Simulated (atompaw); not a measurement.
# A PAW (atompaw) potential for Sn, from input to tests

Do these settings give a usable potential? It is generated, then checked for scattering, ghosts and hardness.

The numbers are computed with atompaw 4.2.0.5 (PBE, scalar-relativistic, spin-unpolarised reference atom).

**1. The atom and the settings**

Typed settings, in words:

- element: tin (Sn, Z = 50)
- type: PAW
- frozen core: [Kr]
- valence charge: 14
- reference configuration: 4d10 5s2 5p2
- partial waves: 5s (bound); 5s channel at 0.15 Ry; 5p (bound); 5p channel at 1.85 Ry; 4d (bound); 4d channel at 0.7 Ry
- local potential: bessel scheme, radius 2.60 bohr
- core correction: smooth core density matched at 1.70 bohr
- augmentation charge: sinc compensation charge, radius 2.70 bohr; PAW radius 2.90 bohr; waves and projectors: bloechl

The outer shells as boxes (Hund's rule for the drawing; the calculation is spin-unpolarised):

```
[Kr] core
4d [↑↓][↑↓][↑↓][↑↓][↑↓]
5s [↑↓]
5p [↑ ][↑ ][  ]
```

An earlier all-electron run gives the scale for the radii.

All-electron outer shells of the reference configuration (PBE, scalar-relativistic, ld1.x):

```
shell  level (eV)  outermost node (bohr)  outermost maximum (bohr)
   4s     -133.93                   0.40                      0.74
   4p      -89.70                   0.41                      0.79
   4d      -25.84                   0.39                      0.88
   5s      -10.55                   0.98                      2.01
   5p       -3.69                   1.09                      2.55
```

**2. Generation**

Sn.input

```
Sn 50
GGA-PBE scalarrelativistic loggrid 1500 logderivrange -4 5 226
5 5 4 0 0 0
5 1 2
0 0 0
c
c
c
c
v
c
c
c
v
c
v
2
2.90 2.70 2.60 1.70
y
0.15
n
y
1.85
n
y
0.7
n
bloechl sinc
bessel
PWSCFOUT
UPFDX 0.0125d0 UPFXMIN -7.d0 UPFZMESH 50.d0
END
```

On the command line:

```bash
atompaw < Sn.input > Sn.log
```

**Question.** What will these runs give? Wanted: cutoffs for 10 and 1 mRy, occupied levels; bound ghosts; largest phase difference near zero energy, channels read; lowest eigenvalue of the overlap; share of valence orbitals outside the PAW sphere; UPF file.

The runs gave:

| quantity | value |
| --- | --- |
| cutoffs for 10 and 1 mRy, occupied levels | 30 Ry and 35 Ry |
| bound ghosts | none found |
| largest phase difference near zero energy, channels read | 0.002 rad |
| lowest eigenvalue of the overlap (Bessel basis) | 0.356 (s) |
| share of valence orbitals outside the PAW sphere | 5s 24 %, 5p 54 %, 4d 0 % |
| UPF file | written |

What this shows: It counts as soft on the atom at that tolerance, with 30 Ry needed at the looser tolerance. The slowest occupied level is 4d: taken alone it needs 30 Ry to come within 1 mRy, against 6 Ry or less for 5s. No bound ghost shows below the valence levels. Near zero energy the phases of the channels with partial waves agree within 0.002 rad. These are tests on the free atom; a crystal test is still owed.
